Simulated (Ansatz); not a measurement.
# H2Br (doublet): wave-function methods side by side at distance H1–H2 along a hydrogen transfer = 1.061 Å, cc-pVTZ

Aim: climb from Hartree-Fock through coupled cluster and multireference methods for H2Br (doublet) at one geometry and basis, and see what each rung misses.

Computed with Ansatz 0.2.0, Gaussian basis. Level: cc-pVTZ, core rule «outside noble gas», up to 14 orbitals frozen.

The runs, in order: UHF; CCSD(T) on ROHF; CCSD(T) on UHF; BCCD(T) on ROHF; CISD; CCSDT(Q) on ROHF; CCSDT(Q) on UHF; CASSCF and NEVPT2, 3 electrons in 3 orbitals; CASSCF and MRCISD+Q, 9 electrons in 6 orbitals; CASSCF and NEVPT2, 9 electrons in 6 orbitals.

4 further runs of the same task are left out: 1 for a mislabelled method, 2 that didn't finish, 1 set aside as unsound or not needed.

### Step 1. The geometry

The geometry derives from fragments relaxed apart (PBE0/def2-TZVP) and kept rigid, so it is no stationary point. A hydrogen atom is moved between rigid fragments. No spin-orbit coupling is included. The filled d shell of Br may be among the frozen orbitals whatever the setting's name suggests; the logs give the count.

3 atoms, charge 0, spin multiplicity 2.

Atoms are counted from 1 here; the program's logs count them from 0.

Bond lengths: H2–Br3 1.530 Å.

Coordinates:

```xyz
3

H     0.00000    0.00000   -1.21733
H     0.00000    0.00000   -0.15633
Br    0.00000    0.00000    1.37367
```

### Step 2. UHF

in.yaml

```yaml
crystal:
  periodic: [false, false, false]
  atoms:
    - {symbol: H, position_ang: [0.000000, 0.000000, -1.217333]}
    - {symbol: H, position_ang: [0.000000, 0.000000, -0.156333]}
    - {symbol: Br, position_ang: [0.000000, 0.000000, 1.373667]}
basis:
  gaussian: {orbitals: cc-pVTZ}
magnetization: {spin_polarized: true, initial_magnetization: 1}
hamiltonian: {xc: hf}
output: {orbitals: {seedname: orbitals}}
```

On the command line:

```console
> ansatz run in.yaml --threads 1 --pin off --events-out ev --progress --plain --max-ram 2393MiB
```

Further steps of the session: CCSD(T) on ROHF; CCSD(T) on UHF; BCCD(T) on ROHF; CISD; CCSDT(Q) on ROHF; CCSDT(Q) on UHF; CASSCF and NEVPT2, 3 electrons in 3 orbitals; CASSCF and MRCISD+Q, 9 electrons in 6 orbitals; CASSCF and NEVPT2, 9 electrons in 6 orbitals.

Q: Predict the results of all the runs planned. Wanted: UCCSDT(Q) below the RHF energy; RMP2 from UCCSDT(Q); UMP2 from UCCSDT(Q); RCCSD from UCCSDT(Q); RCCSD(T) from UCCSDT(Q); UCCSD(T) from UCCSDT(Q); RCCSDT(Q) from UCCSDT(Q); NEVPT2 pair from UCCSDT(Q); NEVPT2 valence from UCCSDT(Q).

**Answer**, as computed:

| quantity | value |
| --- | --- |
| UCCSDT(Q) below the RHF energy | -6.0006 eV |
| RMP2 from UCCSDT(Q) | +81.2 kJ/mol |
| UMP2 from UCCSDT(Q) | +82.7 kJ/mol |
| RCCSD from UCCSDT(Q) | +21.8 kJ/mol |
| RCCSD(T) from UCCSDT(Q) | +2.4 kJ/mol |
| UCCSD(T) from UCCSDT(Q) | +2.4 kJ/mol |
| RCCSDT(Q) from UCCSDT(Q) | +0.1 kJ/mol |
| NEVPT2 pair from UCCSDT(Q) | +73.9 kJ/mol |
| NEVPT2 valence from UCCSDT(Q) | +117.3 kJ/mol |
| MRCISD+Q valence from UCCSDT(Q) | +6.5 kJ/mol |
| levels within 1 kcal/mol (43 meV) | RCCSD(T), UCCSD(T), BCCD(T), RCCSDT, UCCSDT, RCCSDT(Q) |
| T1 diagnostic | 0.030 |
| effectively unpaired electrons | 1.01 |

RCCSD(T) misses by +2.4 kJ/mol, 0.4 % of the correlation energy. One determinant dominates. Of the multireference levels listed MRCISD+Q valence comes nearest in total energy (+6.5 kJ/mol), which doesn't show that its space is the better one. These misses are within one basis, not against nature; the frozen cores of restricted and unrestricted runs differ, which can shift their rows.
